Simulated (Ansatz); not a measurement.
# TaH (singlet): wave-function methods side by side at distance Ta1–H2 = 2.781 Å, def2-SVP

Aim: climb from Hartree-Fock through coupled cluster and multireference methods for TaH (singlet) at one geometry and basis, and see what each rung misses.

Method: def2-SVP, core rule «outside noble gas», up to 4 orbitals frozen; program: Ansatz 0.2.0, Gaussian basis.

Plan: UHF; CCSD(T) on RHF; CCSD(T) on UHF; CISD; CCSDT(Q) on RHF; CCSDT(Q) on UHF; CASSCF and MRCISD+Q, 2 electrons in 2 orbitals; CASSCF and NEVPT2, 2 electrons in 2 orbitals; CASSCF and MRCISD+Q, 6 electrons in 7 orbitals; CASSCF and NEVPT2, 6 electrons in 7 orbitals; Full CI.

26 further runs of the same task are left out: 2 for a known fault of the program, 20 that didn't finish, 4 set aside as unsound or not needed.

### 1 The system

The geometry derives from a PBE0/def2-TZVP stationary point (not a proven minimum). One bond is set to the value named and the two fragments are kept rigid. No spin-orbit coupling is included. Elements past krypton take def2 core potentials.

2 atoms, charge 0, spin multiplicity 1.

Atoms are counted from 1 here; the program's logs count them from 0.

No contacts short enough for the rule that draws bonds.

### 2 UHF

The input, in.yaml:

```yaml
crystal:
  periodic: [false, false, false]
  atoms:
    - {symbol: Ta, position_ang: [0.000000, 0.000000, 0.000000]}
    - {symbol: H, position_ang: [0.000000, 0.000000, 2.781000]}
basis:
  gaussian: {orbitals: def2-SVP}
magnetization: {spin_polarized: true, initial_magnetization: 0}
hamiltonian: {xc: hf}
output: {orbitals: {seedname: orbitals}}
```

On the command line:

```console
ansatz run in.yaml --threads 1 --pin off --events-out ev --progress --plain --max-ram 2393MiB
```

After this run come: CCSD(T) on RHF; CCSD(T) on UHF; CISD; CCSDT(Q) on RHF; CCSDT(Q) on UHF; CASSCF and MRCISD+Q, 2 electrons in 2 orbitals; CASSCF and NEVPT2, 2 electrons in 2 orbitals; CASSCF and MRCISD+Q, 6 electrons in 7 orbitals; CASSCF and NEVPT2, 6 electrons in 7 orbitals; Full CI.

Q: Predict the results of all the runs planned. Wanted: FCI below the RHF energy; RMP2 from FCI; RCCSD from FCI; RCCSD(T) from FCI; RCCSDT(Q) from FCI; T1 diagnostic; effectively unpaired electrons.

As calculated:

| quantity | value |
| --- | --- |
| FCI below the RHF energy | -4.0609 eV |
| RMP2 from FCI | +1730.7 meV |
| RCCSD from FCI | +520.2 meV |
| RCCSD(T) from FCI | +218.9 meV |
| RCCSDT(Q) from FCI | -13.2 meV |
| levels within 1 kcal/mol (43 meV) | RCCSDT(Q) |
| T1 diagnostic | 0.092 |
| effectively unpaired electrons | 3.08 |

In words: RCCSD(T) lands +218.9 meV from the yardstick (5.4 % of the correlation energy). RCCSDT(Q) falls below full CI, which methods that aren't variational can do. With 3.1 effectively unpaired electrons against 0 the state is strongly multireference. Coupled cluster took another determinant than the lowest Hartree-Fock one. These misses are within one basis, not against nature.
